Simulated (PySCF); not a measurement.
# One shape, several levels: C4H7FSi (SMILES CC1=C(F)[SiH2]C1)

We compute a comparison of 5 runs (HF/def2-SVP, B3LYP/6-31G*, M06-2X/6-31G**, TPSSh/pcseg-1, MP2/3-21G) of C4H7FSi. Input form: a Python script.

Program for the calculation: PySCF 2.14.0.

## Step 1: Starting point

The species is C4H7FSi (13 atoms), meant as a singlet with charge 0. As SMILES, `CC1=C(F)[SiH2]C1`. Geometry: relaxed at GFN2-xTB.

Bond lengths: C1–C2 1.487 Å, C2–C3 1.339 Å, C3–F4 1.357 Å, C3–Si5 1.887 Å, C2–C6 1.514 Å, Si5–C6 1.930 Å, C1–H7 1.090 Å, C1–H8 1.090 Å, C1–H9 1.087 Å, Si5–H10 1.460 Å, Si5–H11 1.460 Å, C6–H12 1.089 Å, C6–H13 1.089 Å. Some angles: C1–C2–C3 131.6°, C1–C2–C6 125.7°, C3–C2–C6 102.6°, C2–C3–F4 126.5°, C2–C3–Si5 96.6°, F4–C3–Si5 136.9°, C3–Si5–C6 71.5°, C2–C6–Si5 89.3°, C2–C1–H7 110.4°, C2–C1–H8 110.4°.

## Step 2: Energy and gradient at HF/def2-SVP (run 1)

File job.py:

```python
# CC1=C(F)[SiH2]C1
from pyscf import gto

mol = gto.M(
    atom=[
    ('C', (-1.137840, -0.772160, 1.353330)),
    ('C', (-0.261130, -0.274890, 0.260400)),
    ('C', (0.244190, -0.881810, -0.820820)),
    ('F', (0.053560, -2.175470, -1.181960)),
    ('Si', (1.178060, 0.613810, -1.494340)),
    ('C', (0.284530, 1.131910, 0.135630)),
    ('H', (-0.666690, -1.610060, 1.867600)),
    ('H', (-2.085130, -1.129450, 0.948360)),
    ('H', (-1.337360, 0.017960, 2.073240)),
    ('H', (2.636480, 0.570300, -1.447050)),
    ('H', (0.679540, 1.216980, -2.726730)),
    ('H', (0.914430, 1.412500, 0.978650)),
    ('H', (-0.502620, 1.880400, 0.053680)),
],
    charge=0,
    basis='def2-svp',
    verbose=4,
    max_memory=1860,
    spin=0,
)

mf = mol.RHF()
mf.conv_tol = 1e-10
mf.kernel()
if not mf.converged:
    mf = mf.newton().run(mf.mo_coeff, mf.mo_occ)

e_final = mf.e_tot
print(f'total energy: {e_final:.8f} hartree')
grad = mf.nuc_grad_method().kernel()
dip = mf.dip_moment()
pop, q = mf.mulliken_pop()
```

The run is started by

```console
$ OMP_NUM_THREADS=1 python job.py
```

Output:

```text
PySCF version 2.14.0

[... 71 lines left out ...]
converged SCF energy = -543.581236966947
total energy: -543.58123697 hartree
[... 11 lines left out ...]
Dipole moment(X, Y, Z, Debye):  0.07077,  1.89535,  0.84861
[... 137 lines left out ...]
charge of   12H =      0.06084
```

Run time: 37 s. Hardware: 1 thread of Intel Xeon at 2.70GHz, shared host; peak memory 0.34 GiB.

## Step 3: Energy and gradient at B3LYP/6-31G(d) (Cartesian functions) (run 2)

File run.py:

```python
import pyscf.grad
from pyscf import gto, dft

mol = gto.Mole()
mol.atom = [
    ('C', (-1.137840, -0.772160, 1.353330)),
    ('C', (-0.261130, -0.274890, 0.260400)),
    ('C', (0.244190, -0.881810, -0.820820)),
    ('F', (0.053560, -2.175470, -1.181960)),
    ('Si', (1.178060, 0.613810, -1.494340)),
    ('C', (0.284530, 1.131910, 0.135630)),
    ('H', (-0.666690, -1.610060, 1.867600)),
    ('H', (-2.085130, -1.129450, 0.948360)),
    ('H', (-1.337360, 0.017960, 2.073240)),
    ('H', (2.636480, 0.570300, -1.447050)),
    ('H', (0.679540, 1.216980, -2.726730)),
    ('H', (0.914430, 1.412500, 0.978650)),
    ('H', (-0.502620, 1.880400, 0.053680)),
]
mol.verbose = 3
mol.basis = '6-31g*'
mol.max_memory = 1860
mol.cart = True
mol.build()

mf = dft.RKS(mol)
mf.xc = 'b3lyp'
mf.grids.level = 5
mf.conv_tol = 1e-10
mf.kernel()
if not mf.converged:
    mf = mf.newton().run(mf.mo_coeff, mf.mo_occ)

e_tot = mf.e_tot
print('Final energy', e_tot)
grad = mf.Gradients().kernel()
dip = mf.dip_moment()
pop, q = mf.mulliken_pop()
```

The run is started by

```console
$ OMP_NUM_THREADS=1 python run.py
```

Output:

```text
converged SCF energy = -545.922237609011
Final energy -545.9222376090114
[... 8 lines left out ...]
Dipole moment(X, Y, Z, Debye): -0.11927,  1.34492,  0.86144
[... 122 lines left out ...]
charge of   12H =      0.15699
```

It took 85 s on 1 thread of Intel Xeon at 2.70GHz, shared host; peak memory 1.1 GiB.

Run 3 isn't shown in full; the table further down has it.

## Step 4: Energy and forces at TPSSh/pcseg-1 (run 4)

File run.py:

```python
import pyscf.grad
from pyscf import gto, dft

mol = gto.M(
    atom=[
    ('C', (-1.137840, -0.772160, 1.353330)),
    ('C', (-0.261130, -0.274890, 0.260400)),
    ('C', (0.244190, -0.881810, -0.820820)),
    ('F', (0.053560, -2.175470, -1.181960)),
    ('Si', (1.178060, 0.613810, -1.494340)),
    ('C', (0.284530, 1.131910, 0.135630)),
    ('H', (-0.666690, -1.610060, 1.867600)),
    ('H', (-2.085130, -1.129450, 0.948360)),
    ('H', (-1.337360, 0.017960, 2.073240)),
    ('H', (2.636480, 0.570300, -1.447050)),
    ('H', (0.679540, 1.216980, -2.726730)),
    ('H', (0.914430, 1.412500, 0.978650)),
    ('H', (-0.502620, 1.880400, 0.053680)),
],
    basis='pcseg-1',
    verbose=4,
    spin=0,
    max_memory=1860,
)

ks = dft.RKS(mol)
ks.xc = 'tpssh'
ks.conv_tol = 1e-10
ks.grids.level = 5
ks.kernel()
if not ks.converged:
    ks = ks.newton().run(ks.mo_coeff, ks.mo_occ)

etot = ks.e_tot
print('E = %.10f Eh' % etot)
grad = ks.Gradients().kernel()
ks.analyze()
```

The run is started by

```console
$ OMP_NUM_THREADS=1 python run.py
```

Output:

```text
PySCF version 2.14.0

[... 117 lines left out ...]
MO #13  energy= -0.702431002454873 occ= 2
[... 21 lines left out ...]
MO #35  energy= 0.109486129594052  occ= 0
[... 21 lines left out ...]
MO #57  energy= 0.615790930416744  occ= 0
[... 21 lines left out ...]
MO #79  energy= 1.58768357187168   occ= 0
[... 21 lines left out ...]
MO #101 energy= 2.22140739762486   occ= 0
[... 21 lines left out ...]
MO #123 energy= 3.41509274481765   occ= 0
[... 139 lines left out ...]
Dipole moment(X, Y, Z, Debye): -0.03433,  1.56525,  0.84290
```

Wall time 3.3 min (1 thread of Intel Xeon at 2.70GHz, shared host); peak memory 1.3 GiB.

## Step 5: Energy and gradient at MP2/3-21G (run 5)

File start.xyz:

```xyz
13
C4H7FSi
C     -1.137840    -0.772160     1.353330
C     -0.261130    -0.274890     0.260400
C      0.244190    -0.881810    -0.820820
F      0.053560    -2.175470    -1.181960
Si     1.178060     0.613810    -1.494340
C      0.284530     1.131910     0.135630
H     -0.666690    -1.610060     1.867600
H     -2.085130    -1.129450     0.948360
H     -1.337360     0.017960     2.073240
H      2.636480     0.570300    -1.447050
H      0.679540     1.216980    -2.726730
H      0.914430     1.412500     0.978650
H     -0.502620     1.880400     0.053680
```

File input.py:

```python
from pyscf import gto, mp

mol = gto.M(
    atom='start.xyz',
    charge=0,
    max_memory=1860,
    verbose=4,
    basis='3-21g',
)

myscf = mol.RHF()
myscf.conv_tol = 1e-10
myscf.kernel()
if not myscf.converged:
    myscf = myscf.newton().run(myscf.mo_coeff, myscf.mo_occ)

pt = mp.MP2(myscf, frozen=10).run()
e_tot = pt.e_tot
print(f'total energy: {e_tot:.8f} hartree')
grad = pt.nuc_grad_method().kernel()
myscf.analyze()
```

The run is started by

```console
$ OMP_NUM_THREADS=1 python input.py
```

Output:

```text
PySCF version 2.14.0

[... 99 lines left out ...]
MO #2   energy= -26.146578827293   occ= 2
[... 13 lines left out ...]
MO #16  energy= -0.715403260109698 occ= 2
[... 13 lines left out ...]
MO #30  energy= 0.193277785109418  occ= 0
[... 13 lines left out ...]
MO #44  energy= 0.629679699017827  occ= 0
[... 13 lines left out ...]
MO #58  energy= 1.33291099463226   occ= 0
[... 13 lines left out ...]
MO #72  energy= 4.28397083165516   occ= 0
[... 88 lines left out ...]
Dipole moment(X, Y, Z, Debye):  0.14108,  1.98601,  0.78701
```

It took 11 s on 1 thread of Intel Xeon at 2.70GHz, shared host; peak memory 0.32 GiB.

## Step 6: All runs side by side

```csv
run,level,Cartesian functions,integration grid,energy (Eh),dipole moment (D) of the reference,HOMO energy (eV),LUMO energy (eV),wall time
1,HF/def2-SVP,no,–,-543.581237,2.08,-9.52,3.72,37 s
2,B3LYP/6-31G* (Cartesian functions),yes,5,-545.922238,1.60,-6.39,0.23,85 s
3,M06-2X/6-31G** (spherical functions),no,5,-545.768368,1.68,-7.88,1.12,2.7 min
4,TPSSh/pcseg-1,no,5,-545.893593,1.78,-6.31,-0.25,3.3 min
5,MP2/3-21G,no,–,-541.459820,2.14,-9.34,3.70,11 s
```

## Step 7: Results

```
                                           quantity          value
                                run 5: total energy  -541.45982 Eh
        run 5: dipole moment (Hartree–Fock density)         2.14 D
         run 5: HOMO energy (Hartree–Fock orbitals)       -9.34 eV
         run 5: LUMO energy (Hartree–Fock orbitals)        3.70 eV
       run 5: HOMO–LUMO gap (Hartree–Fock orbitals)       13.03 eV
run 5: correlation energy (10 core orbitals frozen)     -527.7 mEh
                    run 5: largest force on an atom     1.610 eV/Å
```

What this shows: Over runs 1, 2, 3, 4 the dipole moment (its size) runs from 1.60 D (B3LYP/6-31G*) to 2.08 D (HF/def2-SVP). The two ends differ in method and basis. Over runs 1, 2, 3, 4 the HOMO–LUMO gap runs from 6.06 eV (TPSSh/pcseg-1) to 13.25 eV (HF/def2-SVP). Totals of different functionals can't be ranked against each other. All runs together took 8.2 min, the longest 3.3 min.
